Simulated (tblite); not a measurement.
# GeH6O7Ti: the cost of one run

Computed with tblite 0.8.0 and PySCF 2.14.0; each step states its level. No surroundings beyond the atoms listed, unless a continuum is named. Atoms count from 0, parts from 1.

### Step 1. Starting point

15 atoms, charge 0, multiplicity 1; geometry: distance geometry start.

### Step 2. Geometry optimisation with GFN2-xTB

The job: settings as JSON, then the geometry in Å.

```
{"job": {"kind": "relax", "xc": "GFN2-xTB", "basis": "xTB"}, "charge": 0, "multiplicity": 1}
O      1.756014    -1.424584     0.165689
Ge     1.342430     0.322473    -0.331152
O      2.237159     1.500431     0.755782
O      1.805012     0.614328    -2.113949
O     -0.510583     0.578505    -0.148417
Ti    -1.871228    -0.523590    -0.932547
O     -1.276052    -2.388048    -0.985958
O     -2.232876     0.069205    -2.773855
O     -3.522655    -0.408164     0.112483
H      1.307684    -1.944168     0.838098
H      1.854525     2.029692     1.487380
H      1.208662     0.563338    -2.868055
H     -1.391396    -3.027041    -0.256260
H     -2.089651     0.972277    -3.088949
H     -3.601166     0.099221     0.939924
```

With the program's defaults for keys left out, this is: GFN2-xTB geometry optimisation, gas phase.

Started as:

```sh
$ OMP_NUM_THREADS=1 python cluster_run.py task.json out
```

One launch serves the whole session: the jobs run in the order shown.

**Question.** How long does this first job take on 1 thread of Arm Neoverse V2, shared host?

About 2.1 s.
